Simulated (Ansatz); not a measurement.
# B2W: LAPW beside PAW, part 2 of 2

Does the method matter for B2W? The same cell, functional and mesh are run with LAPW, all electrons, frozen-core PAW and all-electron PAW on datasets made for the crystal.

Ansatz 0.2.0; DFT LDA; a database cell (COD). «Crystal datasets» are all-electron PAW datasets made for this crystal.

**4. All-electron PAW on datasets made for the crystal**

The input, input.yaml:

```yaml
crystal:
  lattice:
    - [3.0200014205, 0.0, 0.0]
    - [-1.5100007103, 2.6153979496, 0.0]
    - [0.0, 0.0, 3.05]
  atoms:
    - { symbol: B, position: [0.3333333333, 0.6666666667, 0.5] }
    - { symbol: B, position: [0.6666666667, 0.3333333333, 0.5] }
    - { symbol: W, position: [0.0, 0.0, 0.0] }
kpoints:
  mp_grid: { grid: [14, 14, 12] }
  band_path:
    path:
      - [0.0, 0.0, 0.0]
      - [0.5, 0.0, 0.0]
      - [0.3333333333, 0.3333333333, 0.0]
      - [0.0, 0.0, 0.0]
      - [0.0, 0.0, 0.5]
      - [0.5, 0.0, 0.5]
      - [0.3333333333, 0.3333333333, 0.5]
      - [0.0, 0.0, 0.5]
      - [0.5, 0.0, 0.5]
    npoints: 8
scf:
  occupations: { method: fermi_dirac, width: 0.05 }
hamiltonian:
  xc: lda
  pseudopotentials: { kind: all_electron, datasets: crystal }
output:
  forces: true
  stress: true
  eigenvalues: true
  efg: { contact_densities: true }
```

Command:

```bash
$ ansatz run input.yaml --threads 1 --pin off --max-ram 4096MiB --backend cpu --events-out ev --progress --plain --runs-dir out
```

The log of the run:

```text
hamiltonian.pseudopotentials.datasets: crystal makes datasets for this crystal and solves the spheres of its atoms anew in each pass: cutoff 400.0 eV, the density's 1600.0 eV; for an error of 0.50 meV an atom under PBE, 1.5 meV for the cell; an energy difference from a run of another recipe may be off by several times the error for the cell, under r2SCAN by more, where some 0.1 meV an atom stays at smaller errors; B in spheres of 0.868 Å, 3 of its electrons in bands; W in spheres of 1.376 Å, 6 of its electrons in bands, 22 on its site; only band paths and densities of states list, in semicore columns, the levels of the semicore shells that are solved separately: 4f of W, 5s of W, 5p of W
W: output.efg is read without spin–orbit coupling, which moves field gradients at and beside such atoms by some per cent and up to a factor of two; PAW files take it under magnetization.noncollinear and magnetization.spin_orbit
Engine: ansatz 0.2.0
Pseudopotentials: kind: all_electron
Pseudopotential: B, paw, valence charge 3, recommended cutoff 400 eV (normal), Koelling and Harmon's equation, gaussian nucleus
Pseudopotential: W, paw, valence charge 28, recommended cutoff 400 eV (normal), Koelling and Harmon's equation, gaussian nucleus
Functional definition: SPW92
  exchange = slater_x
  correlation = pw_c
Crystal: 3 atoms, lattice volume = 24.090 Å³
Basis set: ecut = 400 eV, 405 PW (Γ)
Bands: 10, of which v1, the nominal top of the filled ones, is band 6 counted from 1 (5 counted from 0)
Symmetry: 24 space group operations
Space group: P6/mmm (ITA 191), of the structure as read, at distance tolerance 2.9e-5 Å
k-points: 168 of 2352
Non-local potential: B, projectors of the file, l = 0: 1, l = 1: 1
Non-local potential: W, projectors of the file, l = 0: 1, l = 1: 1, l = 2: 2
PAW form: soft (Blöchl's): semilocal exchange-correlation on the pseudo side does not see the compensation charge
PAW one-centre angular grid: B, 110 points (default); XC on its mesh's 1929 points in the sphere
PAW one-centre angular grid: W, 590 points (default); XC on its mesh's 1823 points in the sphere
Initial density: superposition of atomic densities (neutral atoms: chi_scale 0, normalization atom)
Initial wavefunctions: pseudopotential atomic-orbital guess
Functional: x = slater, c = lda
iter 1 solved again at ethr=8.92e-2 eV; its pass at ethr=1.00e-1 eV (dr2=1.07e1 eV) is discarded
SCF iter   1: F=—  HF=-440291.031132 eV  |F-HF|=—  |Δ(HF+E_count)|=         —  Δρ=1.71e-1  dr2=1.24e1  ethr=8.92e-2  ⟨swp⟩=2.0  Hψ=10145  notcnv=0
preconditioner: auto → none  [metal: Δε(μ)=0.023 eV  Ē_g=11.406 eV  σ=0.050 eV  W_gap=0.12  n_scr=8 (ndim 8)  ℏωp=26.2 eV  f_vac=0.000  D(μ)=0.77/eV (n_scr^D=8)  sad-step TF]
SCF iter   2: F=—  HF=-440288.341974 eV  |F-HF|=—  |Δ(HF+E_count)|=    2.69e0  Δρ=7.33e-2  dr2=2.26e0  ethr=8.92e-2  ⟨swp⟩=2.0  Hψ=3368  notcnv=0  defer=1
SCF iter   3: F=—  HF=-440287.975214 eV  |F-HF|=—  |Δ(HF+E_count)|=   3.67e-1  Δρ=3.56e-2  dr2=5.13e-1  ethr=1.88e-2  ⟨swp⟩=3.4  Hψ=5037  notcnv=0  defer=1
iter 4 solved again at ethr=2.02e-4 eV; its pass at ethr=4.28e-3 eV (dr2=2.42e-2 eV) is discarded
SCF iter   4: F=—  HF=-440287.854096 eV  |F-HF|=—  |Δ(HF+E_count)|=   1.21e-1  Δρ=8.26e-3  dr2=2.84e-2  ethr=2.02e-4  ⟨swp⟩=2.9  Hψ=8839  notcnv=0  defer=19
eigensolver tolerance schedule calibrated: the retry pair's looser diagonalisation under-reported the residual by θ = 0.15 (0.11/decade); ethr = c·dr2/N_el runs at the constant in force after the calibration composes with the one it found (an armed cap, an earlier calibration), c = 8.1e-2
SCF iter   5: F=—  HF=-440287.845460 eV  |F-HF|=—  |Δ(HF+E_count)|=   8.64e-3  Δρ=3.28e-3  dr2=3.92e-3  ethr=1.92e-4  ⟨swp⟩=2.3  Hψ=3391  notcnv=0  defer=30
SCF iter   6: F=—  HF=-440287.845331 eV  |F-HF|=—  |Δ(HF+E_count)|=   1.29e-4  Δρ=1.18e-3  dr2=3.71e-4  ethr=2.65e-5  ⟨swp⟩=3.2  Hψ=3600  notcnv=0  defer=9
SCF iter   7: F=—  HF=-440287.845209 eV  |F-HF|=—  |Δ(HF+E_count)|=   1.22e-4  Δρ=4.30e-4  dr2=6.47e-5  ethr=2.50e-6  ⟨swp⟩=3.0  Hψ=4585  notcnv=0  defer=4
SCF iter   8: F=—  HF=-440287.845190 eV  |F-HF|=—  |Δ(HF+E_count)|=   1.95e-5  Δρ=1.57e-4  dr2=9.37e-6  ethr=4.37e-7  ⟨swp⟩=2.0  Hψ=2773  notcnv=0  defer=3
SCF iter   9: F=—  HF=-440287.845187 eV  |F-HF|=—  |Δ(HF+E_count)|=   2.32e-6  Δρ=2.61e-5  dr2=2.37e-7  ethr=6.33e-8  ⟨swp⟩=3.1  Hψ=3530  notcnv=0  defer=4
SCF iter  10: F=-440287.845187 eV  HF=-440287.845187 eV  |F-HF|=6.45e-8  |Δ(HF+E_count)|=   4.32e-8  Δρ=1.37e-5  dr2=7.65e-8  ethr=1.60e-9  ⟨swp⟩=3.0  Hψ=3213  notcnv=0  defer=3
SCF 1 converged in 10 iterations: F = -440287.845190 eV  dr2 = 7.65e-8
  Residual-converged pass: ⟨swp⟩=4.4  Hψ=4571  notcnv=0  max |occ|·‖R‖ = 6.4e-6 eV (tolerance 6.5e-6 eV)  dr2=7.83e-8  dr2_onsite=1.93e-8  max |Δocc| = 1.3e-8
NSCF: frozen V_eff on 65 k-points
SCF converged after 10 iterations
Free energy (F): -440287.845190 eV
Harris-Foulkes:  -440287.845190 eV  (|F-HF|=6.45e-8)
Internal energy: -440287.833916 eV  (E = F + TS)
E sigma→0 (E₀):  -440287.839553 eV
Entropy (-TS):   -0.011273 eV (-3.758 meV/atom)
Past the cutoff: the bands carry plane waves up to 1.75 times it, of which those up to 1.5 times it add -0.000149 eV an atom, each by itself; the spheres take 0.000078 eV an atom off the energy for waves past 1.75 times it
By the cutoff:   a pressure is off by up to 0.007 GPa (1.2 times the spheres' own share and the shells' term, over an atom's volume, and 0.004 GPa: a bound that held against runs at twice the plane waves)
Past the cutoffs: a stress includes 0.0026 GPa for waves and charges beyond them, in addition to the slope of what the spheres take
In the spheres:  the bands' charges fall short by 1.6e-6 e at most (sound up to 1e-3), those of shells solved beside the bands by 2.9e-7 e (sound up to 5e-4)
Fermi energy:    27.073069 eV
--- Per-component energies (eV) ---
  The terms above E_closure are by the made datasets' own strengths, without shells solved beside the bands.
--- Forces (eV/Å), atoms counted from 1 ---
  atom   1  B      0.00000000    -0.00000000     0.00000000
  atom   2  B     -0.00000000     0.00000000     0.00000000
  atom   3  W      0.00000000    -0.00000000     0.00000000
  max |Σ_I F_I| component: 3.29e-32 eV/Å
--- Stress (GPa, compression-positive) ---
       16.597357       0.000000       0.000000
       -0.000000      16.597357       0.000000
        0.000000       0.000000      33.108061
  P = ⅓ Tr σ = 22.1009 GPa (221.009 kbar)
  It holds what live shells' own plane waves past their cutoff add
--- PAW observables at the nuclei: V_zz in 10²¹ V/m², potentials from the cell's mean, atoms counted from 1 ---
  atom   1  B  V_zz =    +0.105548   η = 0.0000   by run symmetry: allowed
            electrostatic potential = -339.638481 V   contact ρ = 475.027171 e/Å³
  atom   2  B  V_zz =    +0.105548   η = 0.0000   by run symmetry: allowed
            electrostatic potential = -339.638481 V   contact ρ = 475.027171 e/Å³
  atom   3  W  V_zz =    +3.720956   η = 0.0000   by run symmetry: allowed
            electrostatic potential = -14812.839330 V   contact ρ = 8783941.314136 e/Å³
--- Band table (eV; the first three rows and the last of 168) ---
  k-point 0: bands = ["10.4489", "20.7842", "20.7842", "20.8849", "23.3687", "27.4260", "27.4260", "30.3748", "30.3748", "30.5710"]
  k-point 1: bands = ["10.5945", "20.5441", "20.8833", "20.8833", "23.6315", "26.7801", "26.7801", "30.0292", "30.0292", "30.8836"]
  k-point 2: bands = ["11.0172", "19.7079", "21.1796", "21.1796", "24.2970", "25.6873", "25.6873", "29.1289", "29.1289", "30.7742"]
  k-point 167: bands = ["14.9682", "15.6366", "19.6753", "20.6811", "21.0709", "28.8645", "30.6954", "31.3531", "31.7105", "32.4442"]
  guard bands above this table: 0 of the run's 10 bands, where the rule asks 2: the bands that hold charge and the lowest empty level above them stay in the table. A level can be missing at the table's top as with no guard band: raise scf.n_extra_bands
```

Wall time 75 s (1 thread of Arm Neoverse V1, shared host); peak memory 1 GiB.

Read from it: pressure 22.10 GPa; no gap; Vzz B1 0.11 (η = 0.00), W3 3.72 (η = 0.00) (10²¹ V/m²).

| atom | contact density (e/Å³) |
| --- | --- |
| B1 | 475.0272 |
| W3 | 8783941 |

**5. Comparison**

| method | pressure (GPa) | Vzz B1 (10²¹ V/m²) | Vzz W3 (10²¹ V/m²) | SCF cycles, by the record's count |
| --- | --- | --- | --- | --- |
| LAPW | 22.10 | – | – | 8 |
| PAW | 22.28 | 0.07 | 3.07 | 6 |
| crystal datasets | 22.10 | 0.11 | 3.72 | 10 |

**6. Summary of results**

The summary covers parts 1 to 2.

| quantity | value |
| --- | --- |
| pressure | LAPW 22.10, PAW 22.28, crystal datasets 22.10 GPa |
| gap (LAPW) | none |
| Bader charges (PAW) | B1 -0.51, W3 +1.02 e |
| highest ELF (PAW) | 0.81, 0.87 Å from B |

At this geometry the cell is under compression of 22.1 GPa, so it would expand if let go. Bands cross the Fermi level: the crystal is a metal at this level. W 5d carries the largest share, 66 %, of the projected states within 0.3 eV of the Fermi level. The projection holds only the free atom's occupied shells (B 2s, B 2p, W 6s, W 5d in this range). The field gradient at W3, the largest by crystal datasets, is 3.07 by PAW and 3.72 by crystal datasets (10²¹ V/m²); frozen cores can miss part of the core's response. No spin–orbit coupling: at heavy atoms the gradients can be off by tens of per cent for that reason. In pressure, PAW differs from LAPW by +0.18 GPa. The price, with the outputs that each input asks for: 76 s for LAPW against 41 s for PAW, about 1.9 to one. Spin-orbit coupling is left out, though the cell holds W; in elements this heavy it can shift bands and gaps by tenths of an eV.
